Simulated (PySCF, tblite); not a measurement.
**C₂H₇B₂NO₂: geometry, infrared bands, NMR shifts, spin-spin couplings, electronic excitations and core binding energies**

Aim: predict the infrared bands, NMR shifts, spin-spin couplings, electronic excitations and core binding energies of C₂H₇B₂NO₂ (`[BH3-][N+]#CCB(O)O`).

Programs: tblite 0.8.0 and PySCF 2.14.0, with density-fitted response routines of our own. Each step states its level of theory. These are calculated values for one molecule in the gas phase, unless marked as measured. Atoms are numbered from 0 throughout.

### Step 1. The starting structure

14 atoms, charge 0, multiplicity 1; geometry from: force field or distance geometry start.

Bonds of the start (Å): B0–N1 1.49, N1–C2 1.15, C2–C3 1.46, C3–B4 1.58, B4–O5 1.47, B4–O6 1.45, B0–H7 1.19, B0–H8 1.19, B0–H9 1.19, C3–H10 1.12, C3–H11 1.11, O5–H12 0.99, O6–H13 0.99.

### Step 2. Optimising the geometry with GFN2-xTB

Job settings and geometry (Å):

```
{"job": {"kind": "relax", "xc": "GFN2-xTB", "basis": "xTB"}, "charge": 0, "multiplicity": 1}
B      2.635800     1.013800    -0.506000
N      1.449500     0.189700    -0.141400
C      0.549000    -0.465300     0.162000
C     -0.618600    -1.272000     0.516700
B     -1.961100    -0.523100     0.141700
O     -2.251500    -0.211600    -1.267500
O     -2.926700    -0.163400     1.165900
H      2.287600     1.882500    -1.247600
H      3.449600     0.330400    -1.036900
H      3.091500     1.504300     0.479300
H     -0.602000    -1.470600     1.616800
H     -0.574600    -2.251500    -0.011600
H     -1.871200     0.694300    -1.394800
H     -2.657900     0.742100     1.456400
```

Run with:

```console
OMP_NUM_THREADS=1 python probes_run.py task.json out
```

The driver reads the jobs from task.json and runs them one after another.

**Question.** This job is followed by: GFN2-xTB harmonic vibrations, gas phase; PBE0-D3(BJ)/def2-SVP geometry optimisation, gas phase; GIAO PBE0/pcSseg-1 NMR shielding, non-relativistic, gas phase; B3LYP/pcJ-1 indirect spin-spin coupling, non-relativistic, gas phase; TDDFT PBE0/def2-SVPD, vertical, gas phase, core orbitals frozen in the response; GIAO PBE0/pcSseg-2 NMR shielding, non-relativistic, gas phase; delta-SCF UKS SCAN, pcX-2 on the ionised atom, pcseg-1 elsewhere, spin-free X2C. What will the session give for the following? strongest single infrared mode (GFN2-xTB); zero-point energy (GFN2-xTB); point group; rotational constants (main isotopes); 13C shifts against TMS (PBE0/pcSseg-1); 1H shifts against TMS (PBE0/pcSseg-1, means over atoms taken as alike); 11B shifts against BF3·OEt2 (PBE0/pcSseg-1); 15N shifts against NH3 (PBE0/pcSseg-1); 17O shifts against H2O (PBE0/pcSseg-1, means over atoms taken as alike); largest coupling of the table (B3LYP/pcJ-1); lowest singlet (PBE0/def2-SVPD); brightest single state of those computed; lowest triplet; C1s binding energies, SCAN/pcX-2; B1s binding energies, SCAN/pcX-2 (standing for 1 of 2 atoms); N1s binding energies, SCAN/pcX-2; O1s binding energies, SCAN/pcX-2; range of the shift of O5.

**Answer**, as computed:

| quantity | value |
| --- | --- |
| strongest single infrared mode (GFN2-xTB) | 1318 cm⁻¹, 561 km/mol |
| zero-point energy (GFN2-xTB) | 61.3 kcal/mol |
| point group | C1 |
| rotational constants (main isotopes) | 5.30, 1.18, 1.15 GHz |
| 13C shifts against TMS (PBE0/pcSseg-1) | 115.2, 3.2 ppm |
| 1H shifts against TMS (PBE0/pcSseg-1, means over atoms taken as alike) | 3.63, 2.09, 1.86 ppm |
| 11B shifts against BF3·OEt2 (PBE0/pcSseg-1) | 26.0, -36.0 ppm |
| 15N shifts against NH3 (PBE0/pcSseg-1) | 232.3 ppm |
| 17O shifts against H2O (PBE0/pcSseg-1, means over atoms taken as alike) | 127.5 ppm |
| largest coupling of the table (B3LYP/pcJ-1) | 1J(C,H) C3–H10, 137.9 Hz |
| lowest singlet (PBE0/def2-SVPD) | 5.59 eV (222 nm), f = 0.001 |
| brightest single state of those computed | state 6, 6.55 eV, f = 0.439 |
| lowest triplet | 5.03 eV |
| C1s binding energies, SCAN/pcX-2 | C2 292.62, C3 292.25 eV |
| B1s binding energies, SCAN/pcX-2 (standing for 1 of 2 atoms) | B0 193.61 eV |
| N1s binding energies, SCAN/pcX-2 | N1 406.37 eV |
| O1s binding energies, SCAN/pcX-2 | O5 540.28 eV |
| range of the shift of O5 | 121.9 to 127.5 ppm |

What this shows: Relaxing lowered the energy by 1.530 eV in 74 steps; the close pair that moved most is B4–O5, from 1.472 to 1.344 Å (GFN2-xTB). The lowest mode is imaginary (22i cm⁻¹), so the xTB geometry is not a minimum. The strongest single mode, at 1318 cm⁻¹, moves mainly B4. GFN2-xTB is a fitted tight-binding method: band positions and strengths are rough. Its intensities can rank the bands wrongly. Over 15 steps the energy fell by 0.232 eV; of the close pairs, B0–H8 changed most, 1.153 to 1.224 Å (PBE0/def2-SVP). At PBE0/pcSseg-1: Shielding is most anisotropic at N1 (span 448 ppm, paramagnetic term -299 ppm). In the run at B3LYP/pcJ-1, the largest coupling of the table is C3–H10 (mean over like pairs), 137.9 Hz, of which the Fermi-contact term gives 136.1 Hz. Couplings across rotatable bonds belong to this one conformer; where others are populated, the observed values are averages. The first singlet state (HOMO−1→LUMO+1 0.80, HOMO→LUMO+2 0.14) lies at 5.59 eV and is dark; of the 10 states computed, the strongest absorption comes from state 6 at 6.55 eV (the last state computed is bright too, and its partners may lie past the list). The lowest triplet lies 0.56 eV below the lowest singlet (triplets in Tamm-Dancoff, singlets in full TDDFT). The C1s levels kept as sound span 0.37 eV, from C3 (sp3 CH2 bonded to B, α to a nitrile) up to C2 (nitrilium-type carbon). In ppm, O5 (with its like atoms) moves most: its shift spreads over 5.7 ppm, from 121.9 (PBE0/pcSseg-2) to 127.5 (PBE0/pcSseg-1). Most of that comes from the computed reference, not from the atom's own shielding.
